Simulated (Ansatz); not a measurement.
# CH2SeTe: the cost of one run

Program: Ansatz 0.2.0 through its Python package. Level of theory: B3LYP/def2-SVP. These are calculated values, not measurements.

## (1) The system

Bond lengths: Se1–C2 1.944 Å, C2–Te3 2.107 Å, C2–H4 1.087 Å, Te3–H5 1.706 Å. Angles: Se1–C2–Te3 123.8°, Se1–C2–H4 118.9°, Te3–C2–H4 117.2°, C2–Te3–H5 91.2°.

No structure file is read: the coordinates are typed or built in the script.

## (2) The code

Input file md.py:

```python
import warnings

import ansatz as az
import numpy as np


def main() -> None:
    warnings.simplefilter('ignore', az.DeckWarning)

    mol = (
        az.Crystal.molecule()
        .atom('Se', (-1.3777, -1.4843, -0.9467))
        .atom('C', (-0.0289, -0.6281, 0.1608))
        .atom('Te', (1.2045, 0.9472, -0.5006))
        .atom('H', (0.1535, -1.0152, 1.1603))
        .atom('H', (0.0985, 2.1067, 0.0848))
    )

    calculation = (
        mol.calculation()
        .basis(gaussian='def2-SVP')
        .functional('b3lyp')
        .md('nve', timestep=0.5, steps=30, temperature=800, initial_velocities='maxwell_boltzmann', seed=28)
    )
    frames = []
    out = calculation.session().plan().execute(on_event=lambda e: frames.append(e['data']) if e['event'] == 'md_step' else None)
    print('t (fs)   E_pot (eV)      E_kin (eV)   T (K)   d(0-1) (A)')
    for f in frames[::2]:
        xyz = np.array(f['positions_ang'])
        print(f'{f["time_fs"]:6.2f} {f["lagrangian_ev"]:14.5f} {f["e_kin_ev"]:10.5f} {f["temperature_k"]:8.1f} {np.linalg.norm(xyz[0] - xyz[1]):9.4f}')
    kept = np.array([f['conserved_ev'] for f in frames])
    print(f'conserved energy moves by at most {1000 * np.ptp(kept):.3f} meV')


if __name__ == '__main__':
    main()
```

## (3) What the engine is handed

The package turns the script's settings into the engine's input:

```yaml
crystal:
  periodic: [false, false, false]
  atoms:
    - { symbol: Se, position_ang: [-1.3777, -1.4843, -0.9467] }
    - { symbol: C, position_ang: [-0.0289, -0.6281, 0.1608] }
    - { symbol: Te, position_ang: [1.2045, 0.9472, -0.5006] }
    - { symbol: H, position_ang: [0.1535, -1.0152, 1.1603] }
    - { symbol: H, position_ang: [0.0985, 2.1067, 0.0848] }
basis:
  gaussian:
    orbitals: def2-SVP
hamiltonian:
  xc: b3lyp
md:
  timestep: 0.5
  n_steps: 30
  ensemble: nve
  temperature: 800.0
  initial_velocities: maxwell_boltzmann
  seed: 28
```

## (4) Launch

Launch:

```bash
$ python md.py
```

**Question.** How long does this script take on 1 thread of Arm Neoverse V1, shared host, and how much memory does it need?

About 2.1 min, with a peak of 0.26 GiB.
